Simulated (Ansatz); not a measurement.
# ZnBr2: the cost of one run

Program: Ansatz 0.2.0. Level of theory: DFT, r2SCAN, no spin polarisation, plane waves, PAW. These are calculated values, not measurements.

## Step 1: The system as given

The structure is trigonal, space group R-3m (No. 166). Conventional cell: a = 3.915 Å, b = 3.915 Å, c = 17.755 Å, α = 90.00°, β = 90.00°, γ = 120.00°. Zn (site symmetry -3m) is surrounded by 6 Br at 2.70 Å. Br (site symmetry 3m) is surrounded by 3 Zn at 2.70 Å.

As a file:

```xyz
3
Lattice="3.9151 0.0000 0.0000 -1.9575 3.3906 0.0000 -1.9575 1.1302 5.9184" Properties=species:S:1:pos:R:3 pbc="T T T"
Zn    0.0000    0.0000    0.0000
Br   -1.9575    3.3906    4.4388
Br    1.9575    1.1302    1.4796
```

The run starts from a saved solution of this cell (checkpoint.read), perhaps found on another mesh.

## Step 2: Self-consistent run

Contents of input.yaml:

```yaml
crystal:
  lattice:
    - [3.915078, 0.0, 0.0]
    - [-1.957539, 3.39056, 0.0]
    - [-1.957539, 1.130187, 5.918378]
  atoms:
    - { symbol: Zn, position: [0.0, 0.0, 0.0] }
    - { symbol: Br, position: [0.25, 0.75, 0.75] }
    - { symbol: Br, position: [0.75, 0.25, 0.25] }
  symmetry: { tolerance: 0.0003 }
kpoints:
  mp_grid: { grid: [8, 8, 8], shift: [0, 0, 0] }
  band_path:
    path:
      - [0.0, 0.0, 0.0]
      - [0.0, 0.0, 0.5]
      - [0.61804461, -0.30902231, 0.19097769]
      - [0.69097769, -0.38195539, -0.19097769]
      - [0.5, 0.0, 0.0]
      - [0.0, 0.0, 0.0]
      - [0.69097769, -0.34548885, -0.34548885]
      - [0.65451115, -0.34548885, 0.0]
      - [0.5, -0.5, 0.0]
      - [0.0, 0.0, 0.0]
    npoints: 6
magnetization:
  spin_polarized: false
scf:
  occupations: { method: fermi_dirac }
  lower_state_search: "off"
  max_iter: 200
hamiltonian:
  pseudopotentials: { kind: paw }
  xc: r2scan
basis:
  ecutwfc: 500
  fft_grid_basis: typed
output:
  forces: true
  stress: true
  eigenvalues: true
  bader: true
  populations: true
  elf: true
  write_potential: true
  volumetric_format: npy
  dos:
    e_range: [-12, 8]
    de: 0.05
    projected: { site_lists: { Br: [Br], Zn: [Zn] } }
checkpoint:
  read: saved_state
```

Q: Estimate wall time and peak memory on 1 thread of an Arm CPU, shared host.

About 45 s, with a peak of 0.57 GiB.
